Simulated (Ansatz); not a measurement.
# CH4AlNOSi: up Jacob's ladder to CCSD(T)

An exercise on one series of results from a longer session: the logs are not shown, and one member is left open.

Program: Ansatz 0.2.0, Gaussian basis. Level of theory: functionals in def2-TZVPP, the program's frozen cores in correlated methods. These are calculated values, not measurements.

Plan: LDA (SPW92), PBE-D4, revPBE-D4, BLYP-D4, r2SCAN-D4, B97M-V, PBE0-D4, B3LYP-D4, r2SCANh-D4, r2SCAN0-D4, HSE06-D4, BHLYP-D4, CAM-B3LYP-D4, LC-ωPBE, ωB97X-V, ωB97M-V, B2PLYP, PBE-QIDH; CCSD(T)/def2-SVP; CCSD(T)/def2-TZVPP; MP2/def2-QZVPP; extrapolation to the limit; RPA on PBE.

## The relaxed structure

The geometry comes from an earlier relaxation with PBE0-D4 in a triple-zeta def2 set; it is a stationary point, not always the lowest conformer.

SMILES `[OH][Al]1[CH]=N[SiH2]1`, 9 atoms, charge 0, spin multiplicity 1.

Atoms are counted from 1 here; the program's logs count them from 0.

Bond lengths: O1–Al2 1.691 Å, O1–H6 0.956 Å, Al2–C3 1.997 Å, Al2–Si5 2.425 Å, C3–N4 1.280 Å, C3–H7 1.097 Å, N4–Si5 1.792 Å, Si5–H8 1.490 Å, Si5–H9 1.490 Å. Angles: Al2–O1–H6 126.9°, O1–Al2–C3 135.1°, O1–Al2–Si5 154.1°, C3–Al2–Si5 70.8°, Al2–C3–N4 101.8°, Al2–C3–H7 139.7°, N4–C3–H7 118.5°, C3–N4–Si5 113.6°, Al2–Si5–N4 73.8°, Al2–Si5–H8 124.2°, Al2–Si5–H9 124.2°, N4–Si5–H8 110.1°, N4–Si5–H9 110.2°, H8–Si5–H9 106.9°.

Set-up of the first run:

File in.yaml:

```yaml
crystal:
  periodic: [false, false, false]
  atoms:
    - {symbol: O, position_ang: [-0.831068, 2.176575, -1.389775]}
    - {symbol: Al, position_ang: [-0.270005, 0.831727, -0.532160]}
    - {symbol: C, position_ang: [1.528807, 0.116067, -0.041372]}
    - {symbol: N, position_ang: [1.220097, -0.940331, 0.612104]}
    - {symbol: Si, position_ang: [-0.545943, -1.212938, 0.742007]}
    - {symbol: H, position_ang: [-1.742379, 2.409779, -1.558232]}
    - {symbol: H, position_ang: [2.590696, 0.361360, -0.169681]}
    - {symbol: H, position_ang: [-0.954004, -1.259215, 2.173950]}
    - {symbol: H, position_ang: [-0.907600, -2.529425, 0.146058]}
basis:
  gaussian: {orbitals: def2-TZVPP}
hamiltonian: {xc: lda}
output: {orbitals: {seedname: orbitals}}
```

Started as:

```
> ansatz run in.yaml --threads 2 --pin off --events-out ev --progress --plain --max-ram 4352MiB
```

Among the steps run: LDA; PBE-D4 (GGA); revPBE-D4 (GGA); BLYP-D4 (GGA); r2SCAN-D4 (meta-GGA); B97M-V (meta-GGA); PBE0-D4 (hybrid); B3LYP-D4 (hybrid); r2SCANh-D4 (hybrid); r2SCAN0-D4 (hybrid); HSE06-D4 (hybrid); BHLYP-D4 (hybrid); CAM-B3LYP-D4 (range-separated); LC-ωPBE (range-separated); ωB97X-V (range-separated); ωB97M-V (range-separated); B2PLYP (double hybrid); PBE-QIDH (double hybrid).

One of the session's tables, all rows but one given; the rest of the session is left out.

```
  functional  HOMO (eV)  LUMO (eV)  gap (eV)
 LDA (SPW92)      -5.45      -2.86      2.59
      PBE-D4      -5.30      -2.63      2.67
   revPBE-D4      -5.23      -2.54      2.69
     BLYP-D4          ?          ?         ?
   r2SCAN-D4      -5.44      -2.46      2.98
      B97M-V      -5.55      -2.42      3.13
     PBE0-D4      -6.46      -1.68      4.78
    B3LYP-D4      -6.26      -1.87      4.39
  r2SCANh-D4      -5.89      -2.10      3.79
  r2SCAN0-D4      -6.58      -1.60      4.98
    HSE06-D4      -6.06      -2.06      4.00
    BHLYP-D4      -7.57      -0.71      6.86
CAM-B3LYP-D4      -7.75      -0.58      7.17
     LC-ωPBE      -8.99       0.49      9.48
     ωB97X-V      -8.70       0.40      9.10
     ωB97M-V      -8.63       0.21      8.85
```

**Question.** Estimate the row for BLYP-D4.

Worked estimate for «HOMO (eV)». Against the share of exact exchange, B3LYP-D4 (0.2, -6.26), BHLYP-D4 (0.5, -7.57) give a slope of -4.37 per unit share; at 0 the line stands at -5.39.

As computed: HOMO (eV): -5.17; LUMO (eV): -2.46; gap (eV): 2.71. In «HOMO (eV)» the line misses by -0.22.
